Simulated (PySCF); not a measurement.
# GeH₄: singlet, from a square planar start

Aim: relax GeH₄ as a singlet from a square planar start, check by its vibrations whether the end is a minimum, and collect its spectrum and constants.

Computed with PySCF 2.14.0. Level: PBE0, basis Ge def2-TZVP, H def2-TZVP, no relativity, density fitting.

### Step 1. The system as given

5 atoms, charge 0, spin multiplicity 1.

Bond lengths: Ge1–H2 1.530 Å, Ge1–H3 1.530 Å, Ge1–H4 1.530 Å, Ge1–H5 1.530 Å. Angles: H2–Ge1–H3 90.0°, H2–Ge1–H4 180.0°, H2–Ge1–H5 90.0°, H3–Ge1–H4 90.0°, H3–Ge1–H5 180.0°, H4–Ge1–H5 90.0°.

Coordinates in bohr (charge 0 multiplicity 1):
```
Ge    0.0000    0.0000    0.0000
H     2.8913    0.0000    0.0000
H     0.0000    2.8913    0.0000
H    -2.8913    0.0000    0.0000
H     0.0000   -2.8913    0.0000
```

### Step 2. Finding the electronic state

One driver script runs all steps and calls PySCF; scf.py shows how it sets up the SCF of each step. The optimiser is the driver's own. After this first run the driver tries any further starts and a stability analysis.

Input file scf.py:

```python
from pyscf import gto, scf, dft
mol = gto.M(atom='''
Ge     0.000000     0.000000     0.000000
H      1.530000     0.000000     0.000000
H      0.000000     1.530000     0.000000
H     -1.530000     0.000000     0.000000
H     -0.000000    -1.530000     0.000000''',
    basis={'Ge': 'def2-TZVP', 'H': 'def2-TZVP'},
    charge=0, spin=0)
mf = dft.RKS(mol, xc='PBE0')
mf.grids.atom_grid = (50, 194)
aux = {'Ge': 'def2-universal-JKFIT', 'H': 'def2-universal-JKFIT'}
mf = mf.density_fit(auxbasis=aux)
mf.conv_tol = 1e-08
mf.diis_space = 10
mf.max_cycle = 60
mf.init_guess = 'minao'
mf.verbose = 4
mf.kernel()
```

On the command line:

```bash
OMP_NUM_THREADS=2 python axn.py task.json out
```

After this run come: Relaxing the singlet from the square planar start; Is it a minimum? Harmonic modes; Following the imaginary mode; Hessian and properties.

Before running it: what results should come out? Wanted: minimum; geometry; wavenumbers; dipole moment; highest occupied, lowest empty level; polar-tensor charge of Ge1; zero-point energy; atomisation energy.

The runs gave:

| quantity | value |
| --- | --- |
| minimum | singlet, Td |
| geometry | Ge–H 1.534 Å (×4); H–Ge–H 109.5° (×6) |
| wavenumbers (cm⁻¹) | 821 (t2), 924 (e), 2169 (a1), 2175 (t2) |
| dipole moment | 0.00 D |
| highest occupied, lowest empty level | -9.66, 1.08 eV |
| polar-tensor charge of Ge1 | +0.90 e |
| zero-point energy | 77.8 kJ/mol |
| entropy at 298.15 K | 217.5 J/(mol K) |
| atomisation energy (no zero-point energy) | 1205 kJ/mol |

**Reading.** The square planar start (D4h) ends in a minimum of Td symmetry. The strongest infrared band lies at 2175 cm⁻¹ (t2, stretch). Ge1 has a polar-tensor charge of +0.9 e (a dipole derivative, not a static charge), yet symmetry cancels the bond dipoles. Only this shape and spin were tried, so other structures or states may lie lower.
